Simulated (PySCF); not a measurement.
**VOI₃: relaxation and vibrations of the singlet**

Where does singlet VOI₃ go from a PBE0 minimum start, is the end point a minimum, and what are its modes, charges and moments?

The runs use PySCF 2.14.0; PBE0, basis V def2-SVP, O def2-SVP, I def2-SVP with ECP28, scalar-relativistic core potentials, no spin–orbit coupling, density fitting.

### Step 1. The starting structure

5 atoms, charge 0, spin multiplicity 1.

Bond lengths: V1–O2 1.527 Å, V1–I3 2.495 Å, V1–I4 2.495 Å, V1–I5 2.495 Å. Angles: O2–V1–I3 107.8°, O2–V1–I4 107.8°, O2–V1–I5 107.8°, I3–V1–I4 111.1°, I3–V1–I5 111.1°, I4–V1–I5 111.1°.

Coordinates in bohr (charge 0 multiplicity 1):
```
V    -0.0004   -0.7750   -0.8122
O    -0.0014   -2.7670   -2.8997
I     0.0070    3.4669   -2.8702
I     3.8848   -1.4105    1.7821
I    -3.8915   -1.4000    1.7759
```

### Step 2. The SCF at the typed geometry

One driver script runs all steps and calls PySCF; scf.py shows how it sets up the SCF of each step. The optimiser is the driver's own. After this first run the driver tries any further starts and a stability analysis.

The input, scf.py:

```python
from pyscf import gto, scf, dft
mol = gto.M(atom='''
V     -0.000209    -0.410137    -0.429812
O     -0.000745    -1.464237    -1.534477
I      0.003678     1.834617    -1.518819
I      2.055767    -0.746400     0.943058
I     -2.059268    -0.740867     0.939775''',
    basis={'V': 'def2-SVP', 'O': 'def2-SVP', 'I': 'def2-SVP'},
    ecp={'I': 'def2-SVP'},
    charge=0, spin=0)
mf = dft.RKS(mol, xc='PBE0')
mf.grids.atom_grid = (50, 194)
aux = {'V': 'def2-universal-JKFIT', 'O': 'def2-universal-JKFIT', 'I': 'def2-universal-JKFIT'}
mf = mf.density_fit(auxbasis=aux)
mf.conv_tol = 1e-08
mf.diis_space = 10
mf.max_cycle = 60
mf.init_guess = 'huckel'
mf.verbose = 4
mf.kernel()
```

Run with:

```sh
$ OMP_NUM_THREADS=4 python axn.py task.json out
```

Further steps of the session: Relaxing the singlet from the PBE0 minimum start; Hessian and properties.

What does the calculation give? Wanted: minimum; geometry; wavenumbers; dipole moment; highest occupied, lowest empty level; polar-tensor charge of V1; zero-point energy; atomisation energy.

**Answer**, as computed:

```
                                 quantity                                                                value
                                  minimum                                                         singlet, C3v
                                 geometry  V–I 2.495 Å (×3), V–O 1.527 Å; I–V–I 111.1° (×3), I–V–O 107.8° (×3)
                       wavenumbers (cm⁻¹)               62 (e), 94 (a1), 195 (e), 216 (a1), 358 (e), 1192 (a1)
                            dipole moment                                                               0.96 D
     highest occupied, lowest empty level                                                      -7.81, -4.32 eV
                polar-tensor charge of V1                                                              +1.60 e
                        zero-point energy                                                          16.3 kJ/mol
                      entropy at 298.15 K                                                      403.0 J/(mol K)
atomisation energy (no zero-point energy)                                                          1416 kJ/mol
```

The PBE0 minimum start keeps its C3v symmetry and ends in a minimum. In the infrared the band at 358 cm⁻¹ (e, mixed) leads. Only this shape and spin were tried, so other structures or states may lie lower. Spin–orbit coupling is left out.
